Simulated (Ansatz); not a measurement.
This script makes a frozen displacement of one atom of YHg, space group Pm-3m with Ansatz 0.2.0 through its Python package.

The script, `yhg.py`:
```python
"""Frozen displacement of one atom in YHg."""

import warnings

import ansatz
from ase import Atoms
import numpy as np

config = {
    "width_ev": 0.05,
    "functional": "r2SCAN",
}

warnings.simplefilter("ignore", ansatz.DeckWarning)

atoms = Atoms(
    ["Y", "Hg"],
    scaled_positions=[
        (0.5, 0.5, 0.5),
        (0.0, 0.0, 0.0),
    ],
    cell=[
        (3.68, 0.0, 0.0),
        (0.0, 3.68, 0.0),
        (0.0, 0.0, 3.68),
    ],
    pbc=True,
)
system = ansatz.Crystal.from_ase(atoms)

inverse = np.linalg.inv(np.array(system.lattice.vectors))
home = np.array(system.sites[0].position)
values = np.linspace(-0.05, 0.05, 5)
energies, pulls = [], []
for shift in values:
    moved = system.move(0, to=home + shift * inverse[0])
    base = moved.calculation()
    base = base.basis(24 * ansatz.Ha)
    base = base.kpoints(6)
    base = base.occupations(ansatz.OccupationsMethod.FERMI_DIRAC, width=config["width_ev"])
    base = base.functional(config["functional"]).forces()
    rep = base.run(threads=1).report
    energies.append(rep["free_energy_ev"])
    pulls.append(rep["forces_ev_ang"][0][0])

# the force is minus the slope of the free energy
print("shift (A)   dE (eV)   force along x (eV/A)")
for shift, e, f in zip(values, energies, pulls):
    print(f"{shift:8.3f} {e - energies[2]:10.5f} {f:12.4f}")
print(f"stiffness from energies {2 * np.polyfit(values, energies, 2)[0]:.3f}, from forces {-np.polyfit(values, pulls, 1)[0]:.3f} eV/A^2")
```

How stiff is this displacement, and do energies and forces agree?

The curvature of the energy gives 2.203 eV/Å² and the slope of the force 2.198 eV/Å², a positive curvature.

The output:

```console
$ python yhg.py
shift (A)   dE (eV)   force along x (eV/A)
  -0.050    0.00276       0.1098
  -0.025    0.00069       0.0552
   0.000    0.00000       0.0000
   0.025    0.00069      -0.0552
   0.050    0.00276      -0.1098
stiffness from energies 2.203, from forces 2.198 eV/A^2
```

Reading the output:
- The mesh is modest for a metal, so energies can be off by several to tens of meV an atom and pressures by half a GPa or more; differences at equal mesh fare better.
- In a metal a curvature from energy changes of a few meV or less hangs on mesh and smearing, in size and even in sign.
- Spin-orbit coupling, which matters for elements this heavy, is left out.
- The starting cell is as deposited in a crystallographic database; the results hold for this polymorph, which needn't be the stable one.
- All periodic images of the atom move with it, so the curvature is one diagonal element of the zone-centre force constants and no normal mode; a positive value doesn't exclude soft modes in which several atoms move.
- Run time: 30 s on 1 thread of Intel(R) Xeon(R) Platinum 8488C (Sapphire Rapids), with other jobs on the host, peak memory 0.62 GiB.

(Lines on the test bed's own set-up are left out of the output.)
